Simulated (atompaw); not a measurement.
# Pseudopotential generation for tantalum: PAW (atompaw), LDA (PW92)

Task: generate the file, and judge it by its logarithmic derivatives, its ghosts and its cutoff.

Program: atompaw 4.2.0.5. Reference atom: LDA (PW92), scalar-relativistic, spherical and spin-unpolarised. All values are calculated.

## 1. Settings

The settings as typed:

- element: tantalum (Ta, Z = 73)
- type: PAW
- frozen core: [Kr] 4d10
- valence charge: 27
- reference configuration: 4f14 5s2 5p6 5d3 6s2 6p0
- partial waves: 5s (bound): rc 1.85 bohr; 6s (bound): rc 2.25 bohr; 5p (bound): rc 1.50 bohr; 6p (bound, empty): rc 2.25 bohr; 5d (bound): rc 2.25 bohr; 5d channel at 2.55 Ry: rc 2.25 bohr; 4f (bound): rc 1.30 bohr; 4f channel at -0.3 Ry: rc 1.30 bohr
- local potential: bessel scheme, radius 2.15 bohr
- core correction: smooth core density matched at 1.40 bohr
- augmentation charge: gaussian compensation charge, radius 2.20 bohr; PAW radius 2.25 bohr; waves and projectors: custom rrkj gramschmidtortho

The outer shells as boxes (Hund's rule for the drawing; the calculation is spin-unpolarised):

```
[Kr] core
4d [↑↓][↑↓][↑↓][↑↓][↑↓]
4f [↑↓][↑↓][↑↓][↑↓][↑↓][↑↓][↑↓]
5s [↑↓]
5p [↑↓][↑↓][↑↓]
5d [↑ ][↑ ][↑ ][  ][  ]
6s [↑↓]
6p [  ][  ][  ]
```

An earlier all-electron run gives the scale for the radii.

All-electron outer shells of the reference configuration (LDA (PW92), scalar-relativistic, ld1.x):

| shell | level (eV) | outermost node (bohr) | outermost maximum (bohr) |
| --- | --- | --- | --- |
| 4p | -400.21 | 0.24 | 0.45 |
| 4d | -222.00 | 0.22 | 0.46 |
| 5s | -73.19 | 0.54 | 0.98 |
| 5p | -39.56 | 0.58 | 1.13 |
| 4f | -24.93 | – | 0.44 |
| 6s | -5.61 | 1.32 | 2.74 |
| 5d | -3.78 | 0.65 | 1.58 |
| 6p | -1.48 | 1.59 | 3.89 |

## 2. Generating the potential

Input file Ta.input:

```
Ta 73
LDA-PW scalarrelativistic loggrid 2001 logderivrange -7 5 301
6 6 5 4 0 0
6 1 0
5 2 3
0 0 0
c
c
c
c
v
v
c
c
c
v
v
c
c
v
v
3
2.25 2.20 2.15 1.40
n
n
y
2.55
n
y
-0.3
n
custom rrkj gramschmidtortho gaussian
bessel
1.85
2.25
1.50
2.25
2.25
2.25
1.30
1.30
PWSCFOUT
UPFDX 0.0125d0 UPFXMIN -7.d0 UPFZMESH 73.d0
END
```

Run with:

```sh
atompaw < Ta.input > Ta.log
```

What does the calculation give? Wanted: cutoffs for 10 and 1 mRy, occupied levels; bound ghosts; largest phase difference near zero energy, channels read; lowest eigenvalue of the overlap; share of valence orbitals outside the PAW sphere; UPF file.

The runs gave:

```
                                                quantity                                              value
               cutoffs for 10 and 1 mRy, occupied levels                                  120 Ry and 200 Ry
                                            bound ghosts                                         none found
largest phase difference near zero energy, channels read                                          0.013 rad
         lowest eigenvalue of the overlap (Bessel basis)                                          0.022 (p)
        share of valence orbitals outside the PAW sphere  5s 1 %, 6s 82 %, 5p 3 %, 6p 96 %, 5d 40 %, 4f 0 %
                                                UPF file                                            written
```

What this shows: The potential is hard: the looser tolerance needs 120 Ry. The slowest occupied level is 4f: taken alone it needs 110 Ry to come within 1 mRy, against 35 Ry for 5p. No bound ghost shows below the valence levels. Near zero energy the phases of the channels with partial waves agree within 0.013 rad.
